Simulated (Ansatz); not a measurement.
# C3H11ClSi2: the cost of one run

Method: RKS PBE0/STO-3G, in Ansatz 0.2.0.

## Step 1: The system as given

Bond lengths (14 of 16 bonds, heavy atoms first): C1–C2 1.544 Å, C2–Si3 1.866 Å, C2–Si4 1.824 Å, Si4–C5 1.892 Å, Si4–Cl6 2.039 Å, C1–H7 1.069 Å, C1–H8 1.051 Å, C1–H9 1.178 Å, C2–H10 1.102 Å, Si3–H11 1.456 Å, Si3–H12 1.454 Å, Si3–H13 1.466 Å, Si4–H14 1.523 Å, C5–H15 1.083 Å. Angles (14 of 30 angles, heavy atoms first): C1–C2–Si3 111.9°, C1–C2–Si4 118.4°, Si3–C2–Si4 102.9°, C2–Si4–C5 112.2°, C2–Si4–Cl6 113.5°, C5–Si4–Cl6 105.7°, C1–C2–H10 106.4°, Si3–C2–H10 109.2°, Si4–C2–H10 107.9°, C2–C1–H7 113.1°, C2–C1–H8 111.8°, C2–C1–H9 108.8°, C2–Si3–H11 112.9°, C2–Si3–H12 111.8°.

Its coordinates follow in the input file.

## Step 2: End point A

input.yaml reads:

```yaml
crystal:
  periodic: [false, false, false]
  atoms:
    - { symbol: C, position_ang: [0.5077, -0.2077, 1.6454] }
    - { symbol: C, position_ang: [0.7517, 0.051, 0.1429] }
    - { symbol: Si, position_ang: [1.6628, -1.3617, -0.6676] }
    - { symbol: Si, position_ang: [-0.6953, 0.2788, -0.9436] }
    - { symbol: C, position_ang: [-2.0604, 1.2916, -0.112] }
    - { symbol: Cl, position_ang: [-0.2614, 1.2574, -2.6793] }
    - { symbol: H, position_ang: [1.4128, -0.2985, 2.2071] }
    - { symbol: H, position_ang: [-0.1313, -1.0274, 1.8013] }
    - { symbol: H, position_ang: [-0.0559, 0.7196, 2.1039] }
    - { symbol: H, position_ang: [1.3678, 0.9622, 0.0811] }
    - { symbol: H, position_ang: [2.0535, -1.0708, -2.0393] }
    - { symbol: H, position_ang: [0.925, -2.6108, -0.5651] }
    - { symbol: H, position_ang: [2.9034, -1.5576, 0.0888] }
    - { symbol: H, position_ang: [-1.4038, -1.0217, -1.2994] }
    - { symbol: H, position_ang: [-2.923, 1.4523, -0.7468] }
    - { symbol: H, position_ang: [-2.4217, 0.8388, 0.8291] }
    - { symbol: H, position_ang: [-1.651, 2.3041, 0.1937] }
basis:
  gaussian: { orbitals: STO-3G }
hamiltonian:
  xc: pbe0
relax:
  f_tol: 0.015
  max_steps: 40
```

Started as:

```bash
$ ansatz run input.yaml --threads 1 --pin off --max-ram 2048MiB --backend cpu --events-out ev --progress --plain --runs-dir out
```

Q: Estimate wall time and peak memory on 1 thread of Arm Neoverse V2, shared host.

About 72 s, with a peak of 0.15 GiB.
